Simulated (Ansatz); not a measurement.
# C₂H₃IO₂: a ladder of functionals and wavefunction methods

How much do the methods differ for C₂H₃IO₂? The plan is to run it at one geometry with functionals of several rungs and with coupled cluster, and see how far each lands from CCSD(T) at the basis-set limit for the atomisation energy.

Computed with Ansatz 0.2.0, Gaussian basis. Level: functionals in def2-TZVPP, the program's frozen cores in correlated methods.

Levels to be run: LDA (SPW92), PBE-D4, revPBE-D4, BLYP-D4, r2SCAN-D4, B97M-V, PBE0-D4, B3LYP-D4, r2SCANh-D4, r2SCAN0-D4, HSE06-D4, BHLYP-D4, CAM-B3LYP-D4, LC-ωPBE, ωB97X-V, ωB97M-V, B2PLYP, PBE-QIDH; CCSD(T)/def2-SVP; CCSD(T)/def2-TZVPP; MP2/def2-QZVPP; extrapolation to the limit; RPA on PBE.

**1. The relaxed structure**

An earlier PBE0-D4 in a triple-zeta def2 set relaxation fixed the geometry. I takes the def2 core potential; no spin-orbit term is included.

SMILES `O=COCI`, 8 atoms, charge 0, spin multiplicity 1.

Atoms are counted from 1 here; the program's logs count them from 0.

Bond lengths: O1–C2 1.191 Å, C2–O3 1.347 Å, C2–H6 1.098 Å, O3–C4 1.398 Å, C4–I5 2.151 Å, C4–H7 1.086 Å, C4–H8 1.084 Å. Angles: O1–C2–O3 125.5°, O1–C2–H6 125.8°, O3–C2–H6 108.7°, C2–O3–C4 116.4°, O3–C4–I5 112.3°, O3–C4–H7 111.8°, O3–C4–H8 107.5°, I5–C4–H7 105.9°, I5–C4–H8 106.1°, H7–C4–H8 113.2°.

Geometry (Å):

```
O     1.5796   -0.0722    0.9011
C     0.5799    0.5403    1.1090
O    -0.5695    0.4194    0.4175
C    -0.5653   -0.4949   -0.6403
I     0.1237    0.3857   -2.4775
H     0.4394    1.2914    1.8970
H     0.0966   -1.3340   -0.4457
H    -1.5924   -0.7926   -0.8170
```

**2. LDA**

This LDA is Slater exchange with PW92 correlation.

in.yaml

```yaml
crystal:
  periodic: [false, false, false]
  atoms:
    - {symbol: O, position_ang: [1.579641, -0.072225, 0.901062]}
    - {symbol: C, position_ang: [0.579932, 0.540269, 1.108955]}
    - {symbol: O, position_ang: [-0.569536, 0.419411, 0.417514]}
    - {symbol: C, position_ang: [-0.565290, -0.494888, -0.640279]}
    - {symbol: I, position_ang: [0.123717, 0.385703, -2.477454]}
    - {symbol: H, position_ang: [0.439400, 1.291384, 1.897028]}
    - {symbol: H, position_ang: [0.096568, -1.334024, -0.445688]}
    - {symbol: H, position_ang: [-1.592435, -0.792629, -0.817040]}
basis:
  gaussian: {orbitals: def2-TZVPP}
hamiltonian: {xc: lda}
output: {orbitals: {seedname: orbitals}}
```

On the command line:

```console
$ ansatz run in.yaml --threads 4 --pin off --events-out ev --progress --plain --max-ram 10444MiB
```

Further steps of the session: PBE-D4 (GGA); revPBE-D4 (GGA); BLYP-D4 (GGA); r2SCAN-D4 (meta-GGA); B97M-V (meta-GGA); PBE0-D4 (hybrid); B3LYP-D4 (hybrid); r2SCANh-D4 (hybrid); r2SCAN0-D4 (hybrid); HSE06-D4 (hybrid); BHLYP-D4 (hybrid); CAM-B3LYP-D4 (range-separated); LC-ωPBE (range-separated); ωB97X-V (range-separated); ωB97M-V (range-separated); B2PLYP (double hybrid); PBE-QIDH (double hybrid); CCSD(T) in def2-SVP; CCSD(T) in def2-TZVPP; MP2 in def2-QZVPP; RPA on PBE orbitals.

Q: Predict the results of all the runs planned. Wanted: atomisation energy, CCSD(T)/CBS; farthest beyond LDA; mean size of error, GGA; mean size of error, meta-GGA; mean size of error, hybrid; mean size of error, range-separated; mean size of error, double hybrid; gap, smallest and largest; T1 diagnostic.

As calculated:

| quantity | value |
| --- | --- |
| atomisation energy, CCSD(T)/CBS | 3101.0 kJ/mol |
| functionals within 31.0 kJ/mol (1.0 %) | revPBE-D4, BLYP-D4, r2SCAN-D4, B97M-V, PBE0-D4, B3LYP-D4, r2SCANh-D4, HSE06-D4, CAM-B3LYP-D4, LC-ωPBE, ωB97X-V, ωB97M-V, PBE-QIDH |
| farthest beyond LDA | BHLYP-D4 (-175.9 kJ/mol) |
| mean size of error, GGA | 62.8 kJ/mol |
| mean size of error, meta-GGA | 14.0 kJ/mol |
| mean size of error, hybrid | 54.4 kJ/mol |
| mean size of error, range-separated | 7.7 kJ/mol |
| mean size of error, double hybrid | 34.1 kJ/mol |
| gap, smallest and largest | 3.93 eV (LDA (SPW92)), 11.09 eV (LC-ωPBE) |
| T1 diagnostic | 0.0132 |
| triples share of the correlation energy | 3.5 % |

**Reading.** The LDA atomisation energy is off by 596.8 kJ/mol (19 %): it overbinds. PBE-D4 is off by +134.4 kJ/mol. Double hybrids carry the basis error of their MP2 part in triple zeta, and no dispersion term here, so their miss is partly the set-up's. The rungs range-separated, meta-GGA miss on average by less than the doubt on the reference (31.0 kJ/mol), so they tie. Misses under about 31.0 kJ/mol are within the doubt on the reference itself, which lacks core-valence correlation, spin-orbit coupling and higher excitations, and its outer-core shells are covered unevenly. All levels share the lack of spin-orbit coupling, which lowers the free heavy atoms and so the true binding. Hartree-Fock recovers 66 % of the binding; the rest is correlation. CCSD(T) in def2-SVP is off by -181.8 kJ/mol, more than most functionals: a good method in a small basis is no reference. The gap grows from 3.9 to 11.1 eV across the functionals, mostly with the share of exact exchange. Correlated methods include outer-core shells of I, which these sets cover unevenly.
